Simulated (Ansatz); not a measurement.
Run this with Ansatz's Python interface and show what comes out.

`deck.py`
```python
import ansatz as az
import numpy as np

DECK = """
crystal:
  periodic: [false, false, false]
  atoms:
    - { symbol: Cl, position_ang: [3.1682, 1.3464, -0.1108] }
    - { symbol: C, position_ang: [1.8115, 0.3429, 0.4479] }
    - { symbol: Cl, position_ang: [2.4276, -1.226, 1.0129] }
    - { symbol: Ge, position_ang: [0.5679, 0.0612, -1.0218] }
    - { symbol: "N", position_ang: [-0.8009, -1.0909, -0.4917] }
    - { symbol: Ge, position_ang: [-1.8692, -0.1594, 0.7211] }
    - { symbol: H, position_ang: [1.2918, 0.8582, 1.2812] }
    - { symbol: H, position_ang: [1.3314, -0.5731, -2.2119] }
    - { symbol: H, position_ang: [-0.0271, 1.4208, -1.4697] }
    - { symbol: H, position_ang: [-1.3896, -1.2642, -1.3366] }
    - { symbol: H, position_ang: [-1.0715, 0.1058, 2.0232] }
    - { symbol: H, position_ang: [-3.121, -1.0087, 1.058] }
    - { symbol: H, position_ang: [-2.319, 1.1871, 0.098] }
basis:
  gaussian: { orbitals: def2-SVP }
hamiltonian:
  xc: { name: BHLYP }
output:
  forces: true
"""

session = az.Session.from_yaml(DECK)
summary = session.plan(threads=1).execute().report

print(f"E = {summary['free_energy_ev']:.6f} eV = {summary['free_energy_ev'] / 27.211386246:.7f} Ha")
print("converged:", summary["converged"], " doubts:", summary["published_state_doubts"] or "none")
symbols = ["Cl", "C", "Cl", "Ge", "N", "Ge", "H", "H", "H", "H", "H", "H", "H"]

forces = np.array(summary["forces_ev_ang"])
print("largest force", round(float(np.linalg.norm(forces, axis=1).max()), 4), "eV/A, rms", round(float(np.sqrt((forces ** 2).mean())), 4))
charges = summary["charge_distribution"]
dipole = np.array(charges["dipole_moment_e_ang"]) * 4.803205
print("dipole (D): {:.3f} {:.3f} {:.3f}, length {:.3f}".format(*dipole, np.linalg.norm(dipole)))
print("atom  Mulliken   Lowdin")
for symbol, m, l in zip(symbols, charges["mulliken_charges_e"], charges["lowdin_charges_e"]):
    print(f"{symbol:4s} {m:9.3f} {l:8.3f}")
```

Running `python deck.py` prints:
```text
E = -140695.619558 eV = -5170.4686518 Ha
converged: True  doubts: none
largest force 1.5123 eV/A, rms 0.4508
dipole (D): -2.122 0.899 -0.474, length 2.352
atom  Mulliken   Lowdin
Cl      -0.110    0.199
C       -0.168   -0.323
Cl      -0.102    0.204
Ge       0.641    0.003
N       -0.595   -0.012
Ge       0.493    0.175
H        0.125   -0.012
H       -0.068   -0.049
H       -0.094   -0.054
H        0.158    0.046
H       -0.094   -0.056
H       -0.083   -0.059
H       -0.103   -0.062
```

Reading the output:
- Total energies depend on the basis set; only differences at equal settings carry meaning.
- The geometry is a force-field or estimated start, not a minimum of this method, and the basis set is short of its limit.
- The Löwdin charges here are taken after orthogonalising the functions within each atom; they differ from plain Löwdin charges, and their signs can be unphysical.
- The whole script took 19 s on 1 thread of Arm Neoverse V2, on a shared host, peak memory 0.56 GiB.
